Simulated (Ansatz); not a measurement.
# AgH3IN: geometry

The task, for AgH3IN: geometry.

Program: Ansatz 0.2.0. Level of theory: the levels named in each step. These are calculated values, not measurements.

## Step 1: Starting point

Bond lengths: N1–Ag2 2.308 Å, Ag2–I3 2.583 Å, N1–H4 1.014 Å, N1–H5 1.014 Å, N1–H6 1.014 Å. Angles: N1–Ag2–I3 177.7°, Ag2–N1–H4 111.3°, Ag2–N1–H5 111.3°, Ag2–N1–H6 112.7°, H4–N1–H5 107.0°, H4–N1–H6 107.1°, H5–N1–H6 107.1°.

As a file:

```xyz
6

N     3.2027   -0.5727    1.1443
Ag    1.0519   -0.2239    0.3823
I    -1.3323    0.2684   -0.4816
H     3.8613    0.0488    0.6878
H     3.2732   -0.4001    2.1412
H     3.5265   -1.5199    0.9826
```

## Step 2: A rough first relaxation, PBE-D4/def2-SVP

The input, input.yaml:

```yaml
crystal:
  periodic: [false, false, false]
  atoms:
    - { symbol: "N", position_ang: [3.20272, -0.57271, 1.14434] }
    - { symbol: Ag, position_ang: [1.05188, -0.2239, 0.38234] }
    - { symbol: I, position_ang: [-1.33226, 0.26838, -0.48156] }
    - { symbol: H, position_ang: [3.86132, 0.0488, 0.68776] }
    - { symbol: H, position_ang: [3.27318, -0.40007, 2.14118] }
    - { symbol: H, position_ang: [3.52648, -1.51991, 0.98264] }
basis:
  gaussian: { orbitals: def2-SVP }
hamiltonian:
  xc: pbe
  dispersion: d4
relax:
  f_tol: 0.03
  max_steps: 200
```

Run with:

```console
> ansatz run input.yaml --threads 4 --pin off --max-ram 10240MiB --backend cpu --events-out ev --progress --plain --runs-dir out
```

Further steps of the session: Relaxation, B2PLYP/def2-TZVPP.

**Question.** What will these runs give? Wanted: N1–Ag2 at B2PLYP/def2-TZVPP; Ag2–I3 at B2PLYP/def2-TZVPP.

As calculated:

| quantity | value |
| --- | --- |
| N1–Ag2 at B2PLYP/def2-TZVPP | 2.189 Å |
| Ag2–I3 at B2PLYP/def2-TZVPP | 2.559 Å |

In words: Heavy atoms carry effective core potentials in def2 sets, and spin-orbit coupling is left out.
